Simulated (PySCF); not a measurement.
**One shape, several levels: SiN2H5Cl (SMILES N[SiH](N)Cl)**

Wanted: a comparison of 6 runs (HF/STO-3G, HF/3-21G, HF/def2-SVP, CAM-B3LYP/6-31G**, PBE0/6-31+G*, PBE/pcseg-2) of SiN2H5Cl. The job is set up through a Python script.

Program for the calculation: PySCF 2.14.0.

### Step 1. The molecule

The species is SiN2H5Cl (9 atoms), meant as a singlet with charge 0. SMILES: `N[SiH](N)Cl`. The coordinates come from a PBE0-D4/def2-TZVP relaxation. This is one conformer, not always the lowest.

Bond lengths: N1–Si2 1.699 Å, Si2–N3 1.697 Å, Si2–Cl4 2.073 Å, N1–H5 1.005 Å, N1–H6 1.006 Å, Si2–H7 1.482 Å, N3–H8 1.007 Å, N3–H9 1.008 Å. Some angles: N1–Si2–N3 107.9°, N1–Si2–Cl4 103.8°, N3–Si2–Cl4 116.7°, N1–Si2–H7 118.8°, N3–Si2–H7 105.8°, Cl4–Si2–H7 104.4°, Si2–N1–H5 121.2°, Si2–N1–H6 120.9°, Si2–N3–H8 120.2°, Si2–N3–H9 120.5°.

### Step 2. Energy and gradient at HF/STO-3G (run 1)

run.py reads:

```python
import pyscf.grad
from pyscf import gto

mol = gto.M(
    atom='''
N     -0.509800     1.299800    -0.392000
Si     0.353100    -0.162800    -0.342500
N      0.059300    -0.889800     1.162600
Cl    -0.311800    -1.187600    -2.017200
H     -0.798400     1.704400    -1.266000
H     -0.413900     1.982200     0.341600
H      1.826600    -0.127300    -0.492100
H      0.678600    -1.603400     1.510800
H     -0.883700    -1.015500     1.494800
''',
    charge=0,
    max_memory=1860,
    basis='sto-3g',
    verbose=4,
)

mf = mol.RHF()
mf.conv_tol = 1e-10
mf.kernel()
if not mf.converged:
    mf = mf.newton().run(mf.mo_coeff, mf.mo_occ)

e_tot = mf.e_tot
print(f'total energy: {e_tot:.8f} hartree')
grad = mf.Gradients().kernel()
mf.analyze()
```

Started as:

```bash
$ OMP_NUM_THREADS=1 python run.py
```

What it wrote:

```text
PySCF version 2.14.0

[... 61 lines left out ...]
converged SCF energy = -850.663611012284
[... 21 lines left out ...]
MO #1   energy= -103.605532816809  occ= 2
[... 7 lines left out ...]
MO #9   energy= -6.06453683862121  occ= 2
[... 7 lines left out ...]
MO #17  energy= -0.610345358377928 occ= 2
[... 7 lines left out ...]
MO #25  energy= -0.32839339786367  occ= 2
[... 7 lines left out ...]
MO #33  energy= 0.795988577739196  occ= 0
[... 45 lines left out ...]
Dipole moment(X, Y, Z, Debye):  0.96708,  1.36556,  2.33169
```

Wall time 3.6 s (1 thread of Intel Xeon at 2.50GHz (Skylake/Cascade Lake), shared host); peak memory 0.12 GiB.

### Step 3. Energy and forces at HF/3-21G (run 2)

geometry.xyz reads:

```xyz
9

N     -0.509800     1.299800    -0.392000
Si     0.353100    -0.162800    -0.342500
N      0.059300    -0.889800     1.162600
Cl    -0.311800    -1.187600    -2.017200
H     -0.798400     1.704400    -1.266000
H     -0.413900     1.982200     0.341600
H      1.826600    -0.127300    -0.492100
H      0.678600    -1.603400     1.510800
H     -0.883700    -1.015500     1.494800
```

job.py reads:

```python
import pyscf.grad
from pyscf import gto, scf

system = gto.M(
    atom='geometry.xyz',
    basis='3-21g',
    max_memory=1860,
    spin=0,
    verbose=4,
)

mf = scf.RHF(system)
mf.conv_tol = 1e-10
mf.kernel()
if not mf.converged:
    mf = mf.newton().run(mf.mo_coeff, mf.mo_occ)

energy = mf.e_tot
print('Final energy', energy)
grad = mf.Gradients().kernel()
mf.analyze()
```

Started as:

```bash
$ OMP_NUM_THREADS=1 python job.py
```

What it wrote:

```text
PySCF version 2.14.0

[... 81 lines left out ...]
Two-electron Coulomb Energy =          614.727274137765562
[... 12 lines left out ...]
MO #10  energy= -4.27671945276327  occ= 2
[... 10 lines left out ...]
MO #21  energy= -0.519708827005454 occ= 2
[... 10 lines left out ...]
MO #32  energy= 0.34164138113172   occ= 0
[... 10 lines left out ...]
MO #43  energy= 1.24527318512442   occ= 0
[... 10 lines left out ...]
MO #54  energy= 2.69519614179369   occ= 0
[... 66 lines left out ...]
Dipole moment(X, Y, Z, Debye):  0.46660,  1.59101,  2.77138
```

Run time: 3.9 s. Hardware: 1 thread of Intel Xeon at 2.50GHz (Skylake/Cascade Lake), shared host; peak memory 0.13 GiB.

Runs 3 to 5 aren't shown in full; the table further down has their settings and results.

### Step 4. Energy and gradient at PBE/pcseg-2 (run 6)

input.py reads:

```python
from pyscf import gto, dft

mol = gto.M(
    atom='''
N     -0.963382     2.456266    -0.740773
Si     0.667262    -0.307647    -0.647231
N      0.112061    -1.681478     2.196996
Cl    -0.589217    -2.244239    -3.811956
H     -1.508757     3.220849    -2.392393
H     -0.782158     3.745815     0.645530
H      3.451774    -0.240562    -0.929934
H      1.282368    -3.029987     2.854998
H     -1.669951    -1.919017     2.824763
''',
    basis='pcseg-2',
    unit='bohr',
    max_memory=1860,
    verbose=3,
    spin=0,
)

myscf = dft.RKS(mol)
myscf.xc = 'pbe'
myscf.conv_tol = 1e-10
myscf.grids.level = 5
myscf.kernel()
if not myscf.converged:
    myscf = myscf.newton().run(myscf.mo_coeff, myscf.mo_occ)

e_tot = myscf.e_tot
print('E(%s) = %.9f' % ('PBE', e_tot))
grad = myscf.nuc_grad_method().kernel()
myscf.analyze()
```

Started as:

```bash
$ OMP_NUM_THREADS=1 python input.py
```

What it wrote:

```text
converged SCF energy = -861.94514712125
[... 37 lines left out ...]
MO #28  energy= 0.0230509126441112 occ= 0
[... 33 lines left out ...]
MO #62  energy= 0.684028061365089  occ= 0
[... 33 lines left out ...]
MO #96  energy= 1.7607756264934    occ= 0
[... 33 lines left out ...]
MO #130 energy= 3.43388759090155   occ= 0
[... 33 lines left out ...]
MO #164 energy= 4.56828076674039   occ= 0
[... 33 lines left out ...]
MO #198 energy= 32.1355800496085   occ= 0
[... 10 lines left out ...]
Dipole moment(X, Y, Z, Debye): -0.11306,  1.03124,  1.89907
```

Run time: 6.2 min. Hardware: 1 thread of Intel Xeon at 2.50GHz (Skylake/Cascade Lake), shared host; peak memory 3.1 GiB.

### Step 5. The series

| run | level | integration grid | energy (Eh) | dipole moment (D) | HOMO energy (eV) | LUMO energy (eV) | wall time |
| --- | --- | --- | --- | --- | --- | --- | --- |
| 1 | HF/STO-3G | – | -850.663611 | 2.87 | -8.94 | 10.04 | 3.6 s |
| 2 | HF/3-21G | – | -856.002920 | 3.23 | -11.13 | 5.54 | 3.9 s |
| 3 | HF/def2-SVP | – | -860.042322 | 2.24 | -11.17 | 4.72 | 16 s |
| 4 | CAM-B3LYP/6-31G** (spherical functions) | 5 | -862.250860 | 2.54 | -8.92 | 2.84 | 1.9 min |
| 5 | PBE0/6-31+G* (spherical functions) | 5 | -861.878569 | 2.31 | -7.78 | -0.01 | 75 s |
| 6 | PBE/pcseg-2 | 5 | -861.945147 | 2.16 | -6.36 | -0.28 | 6.2 min |

### Step 6. Results

```
                       quantity          value
            run 6: total energy  -861.94515 Eh
           run 6: dipole moment         2.16 D
             run 6: HOMO energy       -6.36 eV
             run 6: LUMO energy       -0.28 eV
           run 6: HOMO–LUMO gap        6.09 eV
run 6: largest force on an atom     0.348 eV/Å
```

In words: The dipole moment (its size) runs from 2.16 D (PBE/pcseg-2) to 3.23 D (HF/3-21G). The two ends differ in method and basis. The HOMO–LUMO gap runs from 6.09 eV (PBE/pcseg-2) to 18.97 eV (HF/STO-3G). Totals of different functionals can't be ranked against each other. In run 1 the basis is minimal, so the values are rough. All runs together took 9.7 min, the longest 6.2 min.
